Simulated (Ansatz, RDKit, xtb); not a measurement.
**C3H10OSi: ranking a sample of isomers**

Which of a sample of isomers of C3H10OSi is the most stable in the gas at 298.15 K, and what are its properties? The sample is small against all isomers, and the most stable one of this formula need not be in it.

The funnel: GFN2-xTB relaxations, single points with a density functional, relaxations at B3LYP-D3(BJ)/def2-SVP, harmonic vibrations (at GFN2-xTB), and a last energy at a higher level. All values are calculated.

## (1) Possible bonding patterns

Isomers were taken from a list of plausible structures; this is a sample, not all of them. That gives 5 candidates.

```csv
label,SMILES,spin
c174,C[SiH](C)CO,singlet
c248,CC[Si@@H](C)O,singlet
c373,C[SiH2][C@@H](C)O,singlet
c572,C[Si](C)(C)O,singlet
c924,CC[SiH2]CO,singlet
```

Candidates are built by distance geometry, with a force field where one applies, in up to four conformers (letters a to d).

Q: Predict the outcome of this search (final energies at CCSD(T)/def2-SVP + MP2/def2-TZVPP - MP2/def2-SVP).

| quantity | value |
| --- | --- |
| lowest structure found | C[Si](C)(C)O, singlet |
| next finalist | CC[Si@@H](C)O, singlet, 13.8 kcal/mol higher in G |
| share at equilibrium, among the finalists | 100.0 % |

`C[Si](C)(C)O` comes out lowest. Among the finalists first place is clear (13.8 kcal/mol); structures outside the list aren't covered. HF/STO-3G, r2SCAN-D4/def2-SVP, B3LYP-D3(BJ)/def2-SVP, HF/def2-SVP and MP2/def2-SVP already put its bonding pattern lowest among the structures in one piece; GFN2-xTB favours the singlet CC[Si@@H](C)O (c248b, not a finalist). 5 minima inside the window were never screened. The search is not exhaustive (a finite list of starts, one conformer a finalist), so a lower isomer can't be ruled out. Only 5 drawn patterns were tried, so whole families of isomers are missing, and the result ranks this sample alone.
